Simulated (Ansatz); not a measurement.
# C3H10AlF: the cost of one run

All numbers below are computed with Ansatz 0.2.0 (UKS PBE-D4/STO-3G).

## (1) The system as given

Bond lengths: Al1–F2 2.110 Å, Al1–C3 1.980 Å, Al1–C4 1.981 Å, Al1–H5 1.791 Å, Al1–C6 2.292 Å, C3–H7 1.095 Å, C3–H8 1.093 Å, C3–H9 1.095 Å, C4–H10 1.094 Å, C4–H11 1.094 Å, C4–H12 1.094 Å, C6–H13 1.099 Å, C6–H14 1.091 Å, C6–H15 1.090 Å. Angles (14 of 28 angles, heavy atoms first): F2–Al1–C3 106.7°, F2–Al1–C4 111.1°, F2–Al1–C6 72.5°, C3–Al1–C4 132.5°, C3–Al1–C6 112.5°, C4–Al1–C6 105.6°, F2–Al1–H5 35.0°, C3–Al1–H5 113.6°, C4–Al1–H5 113.9°, H5–Al1–C6 37.5°, Al1–C3–H7 110.9°, Al1–C3–H8 113.4°, Al1–C3–H9 112.4°, Al1–C4–H10 111.5°.

Structure file:

```xyz
15

Al    0.3594    0.1085   -0.2293
F     1.3556   -1.5417    0.6291
C     0.0747   -0.3284   -2.1397
C     0.8345    1.7909    0.7016
H     0.1903   -1.3007    0.8625
C    -1.1326   -0.9582    1.1448
H     0.8177   -1.0520   -2.4907
H     0.1444    0.5408   -2.7993
H    -0.9032   -0.7865   -2.3224
H     1.4136    1.5968    1.6089
H     1.4327    2.4688    0.0855
H    -0.0487    2.3554    1.0140
H    -1.8547   -0.3056    0.6351
H    -1.1125   -0.6323    2.1861
H    -1.5713   -1.9556    1.1137
```

## (2) Run 1

150 steps of 0.5 fs at constant energy, with velocities drawn for 600 K.

The input, input.yaml:

```yaml
crystal:
  periodic: [false, false, false]
  atoms:
    - { symbol: Al, position_ang: [0.3594, 0.1085, -0.2293] }
    - { symbol: F, position_ang: [1.3556, -1.5417, 0.6291] }
    - { symbol: C, position_ang: [0.0747, -0.3284, -2.1397] }
    - { symbol: C, position_ang: [0.8345, 1.7909, 0.7016] }
    - { symbol: H, position_ang: [0.1903, -1.3007, 0.8625] }
    - { symbol: C, position_ang: [-1.1326, -0.9582, 1.1448] }
    - { symbol: H, position_ang: [0.8177, -1.052, -2.4907] }
    - { symbol: H, position_ang: [0.1444, 0.5408, -2.7993] }
    - { symbol: H, position_ang: [-0.9032, -0.7865, -2.3224] }
    - { symbol: H, position_ang: [1.4136, 1.5968, 1.6089] }
    - { symbol: H, position_ang: [1.4327, 2.4688, 0.0855] }
    - { symbol: H, position_ang: [-0.0487, 2.3554, 1.014] }
    - { symbol: H, position_ang: [-1.8547, -0.3056, 0.6351] }
    - { symbol: H, position_ang: [-1.1125, -0.6323, 2.1861] }
    - { symbol: H, position_ang: [-1.5713, -1.9556, 1.1137] }
magnetization:
  spin_polarized: true
basis:
  gaussian: { orbitals: STO-3G }
hamiltonian:
  xc: pbe
  dispersion: d4
md:
  timestep: 0.5
  n_steps: 150
  ensemble: nve
  temperature: 600.0
  initial_velocities: maxwell_boltzmann
  seed: 530472
```

Command:

```console
ansatz run input.yaml --threads 1 --pin off --max-ram 2048MiB --backend cpu --events-out ev --progress --plain --runs-dir out
```

What time and memory should one allow on 1 thread of Intel Xeon Platinum 8488C (Sapphire Rapids), shared host?

About 7.7 min, with a peak of 0.14 GiB.
